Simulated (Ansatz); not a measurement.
Geometry optimisation, DFT PBE, scalar-relativistic, plane waves, PAW (Ansatz 0.2.0).

The input (input.yaml):

```yaml
crystal:
  lattice:
    - [6.32, 0.0, 0.0]
    - [0.0, 6.32, 0.0]
    - [0.0, 0.0, 6.32]
  atoms:
    - { symbol: W, position: [0.0, 0.0, 0.0] }
    - { symbol: W, position: [0.5, 0.0, 0.0] }
    - { symbol: W, position: [0.0, 0.5, 0.0] }
    - { symbol: W, position: [0.0, 0.0, 0.5] }
    - { symbol: W, position: [0.25, 0.25, 0.25] }
    - { symbol: W, position: [0.5, 0.5, 0.0] }
    - { symbol: W, position: [0.5, 0.0, 0.5] }
    - { symbol: W, position: [0.75, 0.25, 0.25] }
    - { symbol: W, position: [0.0, 0.5, 0.5] }
    - { symbol: W, position: [0.25, 0.75, 0.25] }
    - { symbol: W, position: [0.25, 0.25, 0.75] }
    - { symbol: W, position: [0.5, 0.5, 0.5] }
    - { symbol: W, position: [0.75, 0.75, 0.25] }
    - { symbol: W, position: [0.75, 0.25, 0.75] }
    - { symbol: W, position: [0.25, 0.75, 0.75] }
    - { symbol: W, position: [0.75, 0.75, 0.75] }
    - { symbol: O, position: [0.73859908, 0.36594954, 0.51690933] }
basis:
  ecutwfc: 420.0
kpoints:
  mp_grid: { grid: [3, 3, 3] }
hamiltonian:
  xc: pbe
  pseudopotentials: { kind: paw, azcp: { folder: soft_1 } }
scf:
  occupations: { method: fermi_dirac, width: 0.1 }
  lower_state_search: "off"
relax:
  f_tol: 0.03
  max_steps: 60
  adjacent_minimum: "off"
```

Launched with:

```bash
$ ansatz run input.yaml --threads 4 --pin off --max-ram 10240MiB --backend cpu --events-out ev --progress --plain --runs-dir out
```

Q: Where does it end, and by what steps?

A: The run converged. The force dipped under the threshold on the way, but the program's further checks kept it going. Limits of this set-up: coarse k mesh, a small cell, in which the defect meets its images, a typed lattice constant that wasn't relaxed here. After 5 steps the energy has fallen by 3.605 eV; W14 moved furthest, 0.17 Å. The start is strongly strained (largest force component 15 eV/Å).

```tsv
step	energy less start (eV)	largest force component (eV/Å)	accepted
0	0.0000	15.244	yes
1	-2.6221	2.702	yes
2	-3.5150	1.058	yes
3	-3.6014	0.121	yes
4	-3.6051	0.011	yes
5	-3.6051	0.011	yes
```

```xyz
17
Lattice="6.3200 0.0000 0.0000 0.0000 6.3200 0.0000 0.0000 0.0000 6.3200" Properties=species:S:1:pos:R:3
W 0.017 -0.038 0.006
W 3.135 -0.038 0.006
W 0.007 3.160 0.006
W 0.004 -0.033 3.166
W 1.576 1.573 1.575
W 3.145 3.160 0.006
W 3.148 -0.033 3.166
W 4.736 1.504 1.439
W 0.143 3.229 3.166
W 1.576 4.771 1.566
W 1.576 1.573 4.757
W 3.009 3.228 3.166
W 4.736 4.767 1.579
W 4.736 1.505 4.893
W 1.576 4.771 4.767
W 4.736 4.767 4.754
O 4.736 2.366 3.166
```

Whether the end is a true minimum wasn't checked by a vibrational analysis.

Time of the run: 72 s on 4 threads of Arm Neoverse V2 (shared host), peak memory 1.1 GiB.
